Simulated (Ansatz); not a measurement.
# Si2BO3: the cost of one run

Method: DFT PBE, scalar-relativistic, plane waves, PAW, in Ansatz 0.2.0.

### 1 The starting structure

Symmetry: P4mm, No. 99, tetragonal system. Conventional cell: a = 4.146 Å, b = 4.146 Å, c = 4.450 Å, α = 90.00°, β = 90.00°, γ = 90.00°. Si (site symmetry 2mm) has 1 O at 1.60 Å as nearest neighbours. B (site symmetry 4mm) is surrounded by 4 O at 2.09 Å. O (site symmetry 4mm) has 4 O at 2.21 Å and 4 Si at 2.23 Å as nearest neighbours. O (site symmetry 2mm) has 1 Si at 1.60 Å as nearest neighbours.

As a file:

```
Si B O
1.0
     4.14571    0.00000    0.00000
     0.00000    4.14571    0.00000
     0.00000    0.00000    4.44958
Si B O
2 1 3
Cartesian
  2.0729 0.0000 2.2423
  0.0000 2.0729 2.2423
  2.0729 2.0729 4.1404
  0.0000 0.0000 3.0744
  2.0729 0.0000 3.8418
  0.0000 2.0729 3.8418
```

Recipe of the guess: random cell by space group and Wyckoff sites (P4mm, No. 99). The dimensions are guesses.

### 2 The guess as it stands, on a coarse mesh

The input, input.yaml:

```yaml
crystal:
  lattice:
    - [4.14570661, 0.0, 0.0]
    - [0.0, 4.14570661, 0.0]
    - [0.0, 0.0, 4.44957622]
  atoms:
    - { symbol: Si, position: [0.5, 0.0, 0.50394155] }
    - { symbol: Si, position: [0.0, 0.5, 0.50394155] }
    - { symbol: B, position: [0.5, 0.5, 0.93051081] }
    - { symbol: O, position: [0.0, 0.0, 0.69095232] }
    - { symbol: O, position: [0.5, 0.0, 0.86341768] }
    - { symbol: O, position: [0.0, 0.5, 0.86341768] }
basis:
  ecutwfc: 420
kpoints:
  mp_grid: { grid: [4, 4, 4] }
hamiltonian:
  xc: pbe
scf:
  occupations: { method: gaussian, width: 0.1 }
  lower_state_search: "off"
output:
  forces: true
  stress: true
  eigenvalues: true
```

Run with:

```bash
ansatz run input.yaml --threads 1 --pin off --max-ram 2048MiB --backend cpu --events-out ev --progress --plain --runs-dir out
```

**Question.** How long does this run take on 1 thread of Intel Xeon Platinum 8488C (Sapphire Rapids), shared host, and how much memory does it need?

About 2.5 s, with a peak of 0.34 GiB.
